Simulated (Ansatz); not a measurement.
**Sn3Te in Ansatz: convergence with k mesh**

The system is Sn3Te.

```
Te Sn
1.0
     4.86562    0.00000    0.00000
     0.00000    4.86562    0.00000
     0.00000    0.00000    4.86562
Te Sn
1 3
Direct
  0.00000 0.00000 0.00000
  0.00000 0.50000 0.50000
  0.50000 0.00000 0.50000
  0.50000 0.50000 0.00000
```

The cell comes from a database or a generator and needn't be the stable form of this composition.

```yaml
Program: Ansatz 0.2.0
Task: convergence study
Functional: LDA
Potentials_or_basis: Ansatz PAW
Cutoff: "420 eV (not typed: the program's choice for these potentials)"
k_mesh: 2 × 2 × 2
Occupations: methfessel-paxton, width 0.05 eV
Spin: no spin polarisation
```

These are the settings of the first run; the series varies k mesh, with any setting tied to it.

Hardware: 2 threads of Arm Neoverse V2 (shared host).

```
   k mesh  energy less the tightest run, at zero smearing (meV/atom)  pressure (GPa)  SCF cycles  CPU time (s)  peak memory (GiB)
2 × 2 × 2                                                     -41.12           -4.92           6           1.1               0.32
3 × 3 × 3                                                      12.70           -4.49           7           1.2               0.33
4 × 4 × 4                                                       2.64           -3.91           6           2.2               0.36
5 × 5 × 5                                                      27.52           -2.88           6           2.2               0.36
6 × 6 × 6                                                      -5.59           -3.49           8           4.3               0.38
8 × 8 × 8                                                       1.16           -3.69           7           6.7               0.42
9 × 9 × 9                                                       0.00           -3.43           7           6.7               0.42
```

Not settled before the last step: the energy (to 1 meV/atom), the pressure (to 0.1 GPa). Meshes of other sizes hit other points, so gaps and Fermi surfaces needn't settle smoothly. The tightest run that finished is the yardstick and may itself not be fully converged.

Caveat, for the tightest run too: the PAW data sets come from PBE, with cores solved anew for the run's functional, which leaves a small shift of forces and pressure. The run has no spin-orbit coupling, so splittings on Te are missing.
